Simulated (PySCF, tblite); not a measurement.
# C₂H₇O₂PSi₂: geometry, infrared bands and NMR shifts

Aim: predict the infrared bands and NMR shifts of C₂H₇O₂PSi₂ (`C#C[Si@](O)(P)O[SiH3]`).

The runs use tblite 0.8.0 and PySCF 2.14.0, with density-fitted response routines of our own; the level of theory stands in each step. All values are computed, except where a source is named. Atoms are numbered from 0 throughout.

**1. The molecule as given**

14 atoms, charge 0, multiplicity 1; geometry from: force field or distance geometry start.

Bonds of the start (Å): C0–C1 1.21, C1–Si2 1.84, Si2–O3 1.71, Si2–P4 2.19, Si2–O5 1.73, O5–Si6 1.74, C0–H7 1.06, O3–H8 1.01, P4–H9 1.44, P4–H10 1.45, Si6–H11 1.47, Si6–H12 1.46, Si6–H13 1.50.

**2. Optimising the geometry with GFN2-xTB**

Job settings and geometry (Å):

```
{"job": {"kind": "relax", "xc": "GFN2-xTB", "basis": "xTB"}, "charge": 0, "multiplicity": 1}
C      0.293100     0.522400    -2.552200
C     -0.035400     0.159800    -1.446700
Si    -0.496900    -0.388300     0.249400
O      0.382900    -1.772800     0.715500
P     -2.623900    -0.904100     0.373100
O     -0.033100     0.832900     1.380000
Si     1.601800     1.222000     0.918900
H      0.564700     0.845900    -3.524400
H      0.421200    -1.824700     1.722600
H     -3.466100    -0.200800    -0.554700
H     -2.753500    -2.348100     0.292500
H      2.321600     1.679600     2.114500
H      1.631500     2.233400    -0.129800
H      2.191500    -0.057700     0.419000
```

The run is started by

```sh
$ OMP_NUM_THREADS=1 python probes_run.py task.json out
```

The driver reads the jobs from task.json and runs them one after another.

**Question.** This job is followed by: GFN2-xTB harmonic vibrations, gas phase; GIAO PBE0/pcSseg-1 NMR shielding, non-relativistic, gas phase. What will the session give for the following? strongest single infrared mode (GFN2-xTB); zero-point energy (GFN2-xTB); 13C shifts against TMS (PBE0/pcSseg-1); 1H shifts against TMS (PBE0/pcSseg-1, means over atoms taken as alike); 29Si shifts against TMS (PBE0/pcSseg-1); 17O shifts against H2O (PBE0/pcSseg-1); 31P shifts against H3PO4 (PBE0/pcSseg-1).

As calculated:

| quantity | value |
| --- | --- |
| strongest single infrared mode (GFN2-xTB) | 1067 cm⁻¹, 664 km/mol |
| zero-point energy (GFN2-xTB) | 49.4 kcal/mol |
| 13C shifts against TMS (PBE0/pcSseg-1) | 98.1, 91.7 ppm |
| 1H shifts against TMS (PBE0/pcSseg-1, means over atoms taken as alike) | 5.10, 2.43, 1.92, 1.27 ppm |
| 29Si shifts against TMS (PBE0/pcSseg-1) | -35.8, -43.4 ppm |
| 17O shifts against H2O (PBE0/pcSseg-1) | 69.8, 62.5 ppm |
| 31P shifts against H3PO4 (PBE0/pcSseg-1) | -280.8 ppm |

**Reading.** Over 127 steps the energy fell by 1.807 eV; of the close pairs, O5–Si6 changed most, 1.743 to 1.620 Å. All 36 modes are real, so the xTB geometry is a minimum. The strongest single mode, at 1067 cm⁻¹, moves mainly O5. GFN2-xTB is a fitted tight-binding method: band positions and strengths are rough. Its intensities can rank the bands wrongly. At PBE0/pcSseg-1: The largest span, 297 ppm, is at C1, where the paramagnetic term is -169 ppm.
